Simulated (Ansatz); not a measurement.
A first try at a single point of Mg2ZnSb2, space group P3m1, using the Ansatz DFT code, driven from Python.

`POSCAR`
```text
Mg2ZnSb2
1.0
   4.43724395    0.00000000    0.00000000
  -2.21862198    3.84276599    0.00000000
   0.00000000    0.00000000    7.26547851
Mg Zn Sb
2 1 2
Direct
   0.33333333    0.66666667    0.37669802
   0.66666667    0.33333333    0.00969235
   0.00000000    0.00000000    0.62299330
   0.00000000    0.00000000    0.22694831
   0.33333333    0.66666667    0.76366702
```

Script `run_scf.py`:
```python
# -*- coding: utf-8 -*-
"""SCF run for Mg2ZnSb2."""

from pathlib import Path

import ansatz as az
from ase.io import read


def main():
    atoms = read("POSCAR", format="vasp")
    crystal = az.Crystal.from_ase(atoms)

    # functional, basis and sampling
    model = (
        crystal.calculation()
        .functional(az.Functional.PBESOL, dispersion="D3(BJ)")
        .pseudopotentials("paw")
        .kpoints(5, 5, 3)  # the mesh must be finer for metals
        .occupations("fixed")  # whole-number filling, right only where there is a gap
        .cutoff_correction(756)
        .populations()  # projection on atomic orbitals
    )
    outcome = model.run(threads=1)
    summary = outcome.report

    for key in ("converged", "n_iterations", "n_electrons", "n_kpoints", "n_pw", "n_symmetry_ops", "free_energy_ev", "fermi_energy_ev"):
        print(f"{key:18s} {summary[key]}")

    # estimate of what a larger basis would gain, without a second SCF
    estimate = summary.get("cutoff_correction")
    if estimate:
        print("towards {} eV the energy would change by {:.2f} meV/atom".format(estimate["reference_ecutwfc_ev"], 1000 * estimate["energy_ev"] / len(outcome.lattice.sites)))

    used = summary["setup"]
    print("cutoffs (eV):", used["ecut_ev"], used["ecutrho_ev"], " FFT grid:", used["fft_dense"])
    print("cell volume {:.3f} A^3, {} symmetry operations".format(used["cell_volume_ang3"], used["n_sym_ops"]))

    files = Path(outcome.write_results("tables"))
    print((files / "populations.tsv").read_text())


if __name__ == "__main__":
    main()
```

```console
$ python run_scf.py
DeckWarning: basis.ecutwfc = 420 eV, auto-derived from the records' recommended cutoffs: set by Mg (normal level)
RunWarning: iter 1: σ=0 fill of 31 bands saw a band overlap (occupied 7.9911 eV > unoccupied 7.7475 eV) — on an unconverged iterate often a transient of an unconverged empty band; one that stands at [...]
RunWarning: the bands overlap at the fill by count (31 filled at each k-point of a channel): the highest filled level, 7.965380 eV at k-index 0, stands 0.2508 eV over the lowest empty one, 7.714559 [...]
converged          True
n_iterations       8
n_electrons        62.0
n_kpoints          12
n_pw               2431
n_symmetry_ops     6
free_energy_ev     -19924.023941400035
fermi_energy_ev    7.965380354993297
towards 756.0 eV the energy would change by -1.06 meV/atom
cutoffs (eV): 420.0 1680.0  FFT grid: [30, 30, 50]
cell volume 123.886 A^3, 6 symmetry operations
# site	symbol	l	j	q
# orbitals = lowdin
# n_electrons = 62.000000
# spilling = 0.009216
0	Mg	0_2S	-	1.996973
0	Mg	0_3S	-	0.696083
0	Mg	1_2P	-	5.999887
1	Mg	0_2S	-	1.998038
1	Mg	0_3S	-	0.647128
1	Mg	1_2P	-	5.999930
2	Zn	0_4S	-	0.957700
2	Zn	2_3D	-	9.982364
3	Sb	0_5S	-	1.814330
3	Sb	1_5P	-	4.832291
3	Sb	2_4D	-	9.997504
4	Sb	0_5S	-	1.840527
4	Sb	1_5P	-	4.667925
4	Sb	2_4D	-	9.997946
```
(Warnings from the package without file and line, shortened.)

No error stopped it. What is wrong with the input all the same?

The fault: fixed occupations, though the bands overlap at this level of theory. The change:

`run_scf.py`:
```python
# -*- coding: utf-8 -*-
"""SCF run for Mg2ZnSb2."""

from pathlib import Path

import ansatz as az
from ase.io import read


def main():
    atoms = read("POSCAR", format="vasp")
    crystal = az.Crystal.from_ase(atoms)

    # functional, basis and sampling
    model = (
        crystal.calculation()
        .functional(az.Functional.PBESOL, dispersion="D3(BJ)")
        .pseudopotentials("paw")
        .kpoints(5, 5, 3)  # the mesh must be finer for metals
        .occupations("fermi_dirac", width=0.05)  # fractional filling near the Fermi level
        .cutoff_correction(756)
        .populations()  # projection on atomic orbitals
    )
    outcome = model.run(threads=1)
    summary = outcome.report

    for key in ("converged", "n_iterations", "n_electrons", "n_kpoints", "n_pw", "n_symmetry_ops", "free_energy_ev", "fermi_energy_ev"):
        print(f"{key:18s} {summary[key]}")

    # estimate of what a larger basis would gain, without a second SCF
    estimate = summary.get("cutoff_correction")
    if estimate:
        print("towards {} eV the energy would change by {:.2f} meV/atom".format(estimate["reference_ecutwfc_ev"], 1000 * estimate["energy_ev"] / len(outcome.lattice.sites)))

    used = summary["setup"]
    print("cutoffs (eV):", used["ecut_ev"], used["ecutrho_ev"], " FFT grid:", used["fft_dense"])
    print("cell volume {:.3f} A^3, {} symmetry operations".format(used["cell_volume_ang3"], used["n_sym_ops"]))

    files = Path(outcome.write_results("tables"))
    print((files / "populations.tsv").read_text())


if __name__ == "__main__":
    main()
```

After the fix:

```console
$ python run_scf.py
DeckWarning: basis.ecutwfc = 420 eV, auto-derived from the records' recommended cutoffs: set by Mg (normal level)
converged          True
n_iterations       7
n_electrons        62.0
n_kpoints          12
n_pw               2431
n_symmetry_ops     6
free_energy_ev     -19924.05254163469
fermi_energy_ev    7.788685302537793
towards 756.0 eV the energy would change by -1.05 meV/atom
cutoffs (eV): 420.0 1680.0  FFT grid: [30, 30, 50]
cell volume 123.886 A^3, 6 symmetry operations
# site	symbol	l	j	q
# orbitals = lowdin
# n_electrons = 62.000000
# spilling = 0.009109
0	Mg	0_2S	-	1.996983
0	Mg	0_3S	-	0.709938
0	Mg	1_2P	-	5.999882
1	Mg	0_2S	-	1.998062
1	Mg	0_3S	-	0.694076
1	Mg	1_2P	-	5.999930
2	Zn	0_4S	-	0.984433
2	Zn	2_3D	-	9.980737
3	Sb	0_5S	-	1.819469
3	Sb	1_5P	-	4.801324
3	Sb	2_4D	-	9.997614
4	Sb	0_5S	-	1.847816
4	Sb	1_5P	-	4.606901
4	Sb	2_4D	-	9.998087
```
(Warnings from the package without file and line.)

Reading the output:
- Absolute energies stand on the zero of these potentials, so only differences at equal settings mean something.
- Dispersion corrections can be off by several per cent in the lattices of metals, and by several GPa in the pressure at a fixed cell.
- The mesh is modest for a metal, so energies can be off by several to tens of meV an atom and pressures by half a GPa or more; differences at equal mesh fare better.
- Only differences from the Fermi energy are physical; the zero of the scale is a convention.
- This cell is a computed structure, which may not be the phase found in nature.
- The whole script took 6.6 s on 1 thread of AMD EPYC 7R43 64-Core Processor (Zen 3), with other jobs on the host, peak memory 0.49 GiB.

(A comment or docstring line of the script was reworded after the run, the code is as it ran; lines on the test bed's own set-up are left out of the output.)
